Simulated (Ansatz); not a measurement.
# C3H10Si: the cost of one run

All numbers below are computed with Ansatz 0.2.0 (RKS PBE/6-31G).

### Step 1. Starting point

Bond lengths: Si1–H2 1.460 Å, Si1–C3 1.870 Å, C3–H4 1.110 Å, C3–H5 1.110 Å, C3–H6 1.110 Å, Si1–C7 1.869 Å, C7–H8 1.110 Å, C7–H9 1.110 Å, C7–H10 1.110 Å, Si1–C11 1.869 Å, C11–H12 1.110 Å, C11–H13 1.110 Å, C11–H14 1.110 Å. Angles (14 of 24 angles, heavy atoms first): C3–Si1–C7 109.5°, C3–Si1–C11 109.5°, C7–Si1–C11 109.5°, H2–Si1–C3 109.4°, H2–Si1–C7 109.5°, H2–Si1–C11 109.5°, Si1–C3–H4 109.5°, Si1–C3–H5 109.5°, Si1–C3–H6 109.5°, Si1–C7–H8 109.5°, Si1–C7–H9 109.5°, Si1–C7–H10 109.5°, Si1–C11–H12 109.5°, Si1–C11–H13 109.5°.

Structure file:

```xyz
14

Si    0.0000    0.0000    0.0000
H     0.0000    0.0000    1.4600
C     1.7634    0.0000   -0.6227
H     2.1111   -1.0463   -0.7509
H     1.8119    0.5276   -1.5981
H     2.4154    0.5187    0.1108
C    -0.8808    1.5259   -0.6227
H    -1.9334    1.2723   -0.8671
H    -0.8624    2.3106    0.1622
H    -0.3704    1.9025   -1.5336
C    -0.8808   -1.5259   -0.6227
H    -1.3804   -2.0377    0.2261
H    -1.6409   -1.2332   -1.3768
H    -0.1449   -2.2146   -1.0879
```

### Step 2. Preparing the start

File input.yaml:

```yaml
crystal:
  periodic: [false, false, false]
  atoms:
    - { symbol: Si, position_ang: [0.0, 0.0, 0.0] }
    - { symbol: H, position_ang: [0.0, 0.0, 1.46] }
    - { symbol: C, position_ang: [1.7634, 0.0, -0.6227] }
    - { symbol: H, position_ang: [2.1111, -1.0463, -0.7509] }
    - { symbol: H, position_ang: [1.8119, 0.5276, -1.5981] }
    - { symbol: H, position_ang: [2.4154, 0.5187, 0.1108] }
    - { symbol: C, position_ang: [-0.8808, 1.5259, -0.6227] }
    - { symbol: H, position_ang: [-1.9334, 1.2723, -0.8671] }
    - { symbol: H, position_ang: [-0.8624, 2.3106, 0.1622] }
    - { symbol: H, position_ang: [-0.3704, 1.9025, -1.5336] }
    - { symbol: C, position_ang: [-0.8808, -1.5259, -0.6227] }
    - { symbol: H, position_ang: [-1.3804, -2.0377, 0.2261] }
    - { symbol: H, position_ang: [-1.6409, -1.2332, -1.3768] }
    - { symbol: H, position_ang: [-0.1449, -2.2146, -1.0879] }
basis:
  gaussian: { orbitals: "6-31G" }
hamiltonian:
  xc: pbe
relax:
  f_tol: 0.02
  max_steps: 40
output:
  orbitals: {}
```

On the command line:

```sh
ansatz run input.yaml --threads 1 --pin off --max-ram 2048MiB --backend cpu --events-out ev --progress --plain --runs-dir out
```

Q: Estimate wall time and peak memory on 1 thread of Arm Neoverse V2, shared host.

About 45 s, with a peak of 0.12 GiB.
